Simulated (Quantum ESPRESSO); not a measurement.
Crystal: MgB.

```
Mg B
1.0
     2.89515    0.00000    0.00000
     0.00000    2.89515    0.00000
     0.00000    0.00000    2.89515
Mg B
1 1
Direct
  0.00000 0.00000 0.00000
  0.50000 0.50000 0.50000
```

The cell was built by a generator and needn't be a form met in nature.

- Program: Quantum ESPRESSO 7.5
- Task: phonons
- Functional: PBE
- Potentials or basis: SSSP 1.3 efficiency PBE
- Cutoff: 748 eV
- Density cutoff: 5987 eV
- k mesh: 9 × 9 × 9
- Occupations: gaussian, width 0.272 eV
- Spin: no spin polarisation
- Most SCF iterations: 120
- SCF threshold: 4e-10 Ry
- Mixing beta: 0.9
- Mixing ndim: 16

At Γ the optical frequencies are 387 387 387 cm⁻¹, at a pressure of -0.2 GPa.

**Question.** How do the modes respond when the cell is scaled evenly, at fixed shape?

**Answer.** The highest mode has a Grüneisen parameter of 1.85 and moves by +8.4 cm⁻¹ per GPa. None of the listed modes softens on compression. The pressures give a bulk modulus of about 85 GPa.

Frequencies at 99 % and 101 % of the volume (pressures 0.6 and -1.1 GPa), ions relaxed:
| mode | 99 % (cm⁻¹) | 101 % (cm⁻¹) | Grüneisen parameter |
| --- | --- | --- | --- |
| 4 | 394.0 | 379.7 | 1.85 |
| 5 | 394.0 | 379.7 | 1.85 |
| 6 | 394.0 | 379.7 | 1.85 |

Modes are matched by their order; those that don't vary smoothly over the three volumes are left out.

Caveat: the mesh is thin for the phonons of a metal.
